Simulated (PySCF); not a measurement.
# GdH2O (Gd(H2O)3+): the cost of one run

The runs use PySCF 2.14.0; PBE0, Gd lcecp-1-SVP with ECP53, O def2-SVP, H def2-SVP; scalar-relativistic core potentials, no spin–orbit coupling.

1 further run of the same task is left out (for a known fault of the program).

## Step 1: The starting structure

4 atoms, charge 3, spin multiplicity 1.

Bond lengths: Gd1–O2 2.473 Å, O2–H3 0.970 Å, O2–H4 0.970 Å. Angles: Gd1–O2–H3 127.5°, Gd1–O2–H4 127.5°, H3–O2–H4 105.1°.

As a file:

| atom | x (Å) | y (Å) | z (Å) |
| --- | --- | --- | --- |
| Gd1 | 0.0000 | 0.0000 | 0.0000 |
| O2 | 0.0000 | 0.0000 | 2.4725 |
| H3 | 0.7700 | 0.0000 | 3.0625 |
| H4 | -0.7700 | 0.0000 | 3.0625 |

Formal oxidation states: Gd +3. Each metal's 7 4f electrons lie in its core potential, so multiplicities, spins and levels count the valence alone.

## Step 2: SCF at the start, singlet

run.py (the lines that set the calculation)

```python
mol = gto.M(atom='''
Gd     0.00000     0.00000     0.00000
O      0.00000     0.00000     2.47250
H      0.77000     0.00000     3.06250
H     -0.77000     0.00000     3.06250''',
    basis={'Gd': 'lcecp-1-SVP', 'O': 'def2-SVP', 'H': 'def2-SVP'},
    ecp={'Gd': 'lcecp-1-SVP'},
    charge=3, spin=0)
mf = dft.RKS(mol, xc='PBE0')
mf.grids.atom_grid = (50, 194)  # f atoms: unpruned, at least (60, 302)
mf = mf.density_fit()  # fitting sets: Gd AutoAux, O def2-universal-JKFIT, H def2-universal-JKFIT
mf.conv_tol = 1e-08; mf.max_cycle = 55
mf.kernel(dm0)  # dm0: free metal ions and neutral atoms
```

Launch:

```console
OMP_NUM_THREADS=2 python run.py
```

**Question.** How long does this run take on 2 threads of Arm Neoverse V2, shared host, and how much memory does it need?

About 1.9 s, with a peak of 0.33 GiB.
